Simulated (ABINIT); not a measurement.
AgB:

```xyz
2
Lattice="2.9089 0.0000 0.0000 0.0000 2.9089 0.0000 0.0000 0.0000 2.9089" Properties=species:S:1:pos:R:3 pbc="T T T"
Ag    0.0000    0.0000    0.0000
B     1.4545    1.4545    1.4545
```

The cell was built by a generator and needn't be a form met in nature.

The cell isn't the ideal one: cell taken from the last step of an earlier PBE relaxation by this program, which needn't have reached its minimum.

Base run:

* Program: ABINIT 10.8.3 (patched build)
* Functional: PBE
* Potentials or basis: JTH PAW PBE v2.0
* Cutoff: 463 eV
* k mesh: 9 × 9 × 9
* Occupations: fermi-dirac, width 0.05 eV
* Spin: no spin polarisation

Its results: band gap on the k mesh none (metal or under the smearing width); pressure -0.1 GPa.

Q: The run is repeated on the same cell with these changes: functional from PBE to LDA; potentials or basis from JTH PAW PBE v2.0 to JTH PAW LDA v2.0. What comes out?

A: Band gap on the k mesh none (metal or under the smearing width); pressure -10.8 GPa.
